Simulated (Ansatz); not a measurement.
**C₂H₂AlFO: how energies converge with the basis set**

An exercise on one series of results from a longer session: the logs are not shown, and one member is left open.

The runs use Ansatz 0.2.0, Gaussian basis; one geometry, several basis sets.

The runs, in order: PBE0-D4/def2-SVP; ωB97M-V/def2-SVP; PBE0-D4/def2-QZVPP; ωB97M-V/def2-QZVPP; the functionals' def2-TZVPP values are taken from earlier runs.

### The geometry

All runs share one geometry, relaxed beforehand with PBE0-D4 in a triple-zeta def2 set.

SMILES `[OH][Al]1[CH]=[C]1F`, 7 atoms, charge 0, spin multiplicity 1.

Atoms are counted from 1 here; the program's logs count them from 0.

Bond lengths: O1–Al2 1.677 Å, O1–H6 0.955 Å, Al2–C3 1.855 Å, Al2–C4 1.849 Å, C3–C4 1.363 Å, C3–H7 1.087 Å, C4–F5 1.330 Å. Angles: Al2–O1–H6 127.0°, O1–Al2–C3 155.7°, O1–Al2–C4 161.2°, C3–Al2–C4 43.2°, Al2–C3–C4 68.2°, Al2–C3–H7 163.5°, C4–C3–H7 128.3°, Al2–C4–C3 68.6°, Al2–C4–F5 164.9°, C3–C4–F5 126.5°.

Set-up of the first run:

The input, in.yaml:

```yaml
crystal:
  periodic: [false, false, false]
  atoms:
    - {symbol: O, position_ang: [-1.648670, 0.256299, 1.673761]}
    - {symbol: Al, position_ang: [-0.473248, 0.024069, 0.499868]}
    - {symbol: C, position_ang: [0.784112, -0.939307, -0.465521]}
    - {symbol: C, position_ang: [0.696158, 0.351425, -0.894851]}
    - {symbol: F, position_ang: [1.398344, 0.907634, -1.878278]}
    - {symbol: H, position_ang: [-2.123908, 1.063468, 1.858500]}
    - {symbol: H, position_ang: [1.428512, -1.731588, -0.839081]}
basis:
  gaussian: {orbitals: def2-SVP}
hamiltonian: {xc: pbe0, dispersion: d4}
output: {orbitals: {seedname: orbitals}}
```

Launch:

```bash
ansatz run in.yaml --threads 2 --pin off --events-out ev --progress --plain --max-ram 4352MiB
```

Among the steps run: PBE0-D4 in def2-SVP; ωB97M-V in def2-SVP; PBE0-D4 in def2-QZVPP; ωB97M-V in def2-QZVPP.

One of the session's tables, all rows but one given; the rest of the session is left out.

It belongs to the step «Functionals by basis». 

| functional | basis | HOMO (eV) |
| --- | --- | --- |
| PBE0-D4 | def2-SVP | -7.23 |
| PBE0-D4 | def2-TZVPP | -7.36 |
| PBE0-D4 | def2-QZVPP | -7.39 |
| ωB97M-V | def2-SVP | ? |
| ωB97M-V | def2-TZVPP | -9.58 |
| ωB97M-V | def2-QZVPP | -9.62 |

Estimate the missing values for ωB97M-V, def2-SVP.

As computed: HOMO (eV): -9.42. In the column «HOMO (eV)» it lies between ωB97M-V, def2-TZVPP (-9.58) and PBE0-D4, def2-QZVPP (-7.39).
